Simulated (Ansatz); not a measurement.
**CHClSe: up Jacob's ladder to CCSD(T)**

An exercise on one series of results from a longer session: the logs are not shown, and one member is left open.

The runs use Ansatz 0.2.0, Gaussian basis; functionals in def2-TZVPP, the program's frozen cores in correlated methods.

Levels to be run: LDA (SPW92), PBE-D4, revPBE-D4, BLYP-D4, r2SCAN-D4, B97M-V, PBE0-D4, B3LYP-D4, r2SCANh-D4, r2SCAN0-D4, HSE06-D4, BHLYP-D4, CAM-B3LYP-D4, LC-ωPBE, ωB97X-V, ωB97M-V, B2PLYP, PBE-QIDH; CCSD(T)/def2-SVP; CCSD(T)/def2-TZVPP; MP2/def2-QZVPP; extrapolation to the limit; RPA on PBE.

**The geometry**

The geometry comes from an earlier relaxation with PBE0-D4 in a triple-zeta def2 set; it is a stationary point.

SMILES `ClC=[Se]`, 4 atoms, charge 0, spin multiplicity 1.

Atoms are counted from 1 here; the program's logs count them from 0.

Bond lengths: Cl1–C2 1.708 Å, C2–Se3 1.740 Å, C2–H4 1.086 Å. Angles: Cl1–C2–Se3 126.4°, Cl1–C2–H4 110.8°, Se3–C2–H4 122.8°.

Set-up of the first run:

Input file in.yaml:

```yaml
crystal:
  periodic: [false, false, false]
  atoms:
    - {symbol: Cl, position_ang: [1.387500, -0.102725, -0.893451]}
    - {symbol: C, position_ang: [0.004559, -0.057575, 0.107248]}
    - {symbol: Se, position_ang: [-1.546327, 0.615491, -0.304822]}
    - {symbol: H, position_ang: [0.209769, -0.515392, 1.070724]}
basis:
  gaussian: {orbitals: def2-TZVPP}
hamiltonian: {xc: lda}
output: {orbitals: {seedname: orbitals}}
```

On the command line:

```console
> ansatz run in.yaml --threads 2 --pin off --events-out ev --progress --plain --max-ram 4352MiB
```

Among the steps run: LDA; PBE-D4 (GGA); revPBE-D4 (GGA); BLYP-D4 (GGA); r2SCAN-D4 (meta-GGA); B97M-V (meta-GGA); PBE0-D4 (hybrid); B3LYP-D4 (hybrid); r2SCANh-D4 (hybrid); r2SCAN0-D4 (hybrid); HSE06-D4 (hybrid); BHLYP-D4 (hybrid); CAM-B3LYP-D4 (range-separated); LC-ωPBE (range-separated); ωB97X-V (range-separated); ωB97M-V (range-separated); B2PLYP (double hybrid); PBE-QIDH (double hybrid).

One of the session's tables, all rows but one given; the rest of the session is left out.

It belongs to the step «Orbital energies across the functionals». 

```
  functional  HOMO (eV)  LUMO (eV)  gap (eV)
 LDA (SPW92)      -5.84      -3.93      1.90
      PBE-D4      -5.68      -3.72      1.96
   revPBE-D4      -5.63      -3.65      1.98
     BLYP-D4      -5.51      -3.57      1.93
   r2SCAN-D4      -5.93      -3.69      2.24
      B97M-V      -6.01      -3.57      2.44
     PBE0-D4      -6.85      -2.92      3.92
    B3LYP-D4      -6.60      -3.10      3.50
  r2SCANh-D4      -6.36      -3.38      2.98
  r2SCAN0-D4          ?          ?         ?
    HSE06-D4      -6.45      -3.30      3.15
    BHLYP-D4      -7.84      -1.95      5.89
CAM-B3LYP-D4      -8.13      -1.83      6.30
     LC-ωPBE      -9.51      -0.80      8.71
     ωB97X-V      -9.15      -0.81      8.34
     ωB97M-V      -8.99      -0.83      8.16
```

**Question.** Estimate the row for r2SCAN0-D4.

Worked estimate for «HOMO (eV)». Against the share of exact exchange, r2SCAN-D4 (0, -5.93), r2SCANh-D4 (0.1, -6.36) give a slope of -4.30 per unit share; at 0.25 the line stands at -7.00.

As computed: HOMO (eV): -7.01; LUMO (eV): -2.91; gap (eV): 4.10. In «HOMO (eV)» the line misses by +0.01.
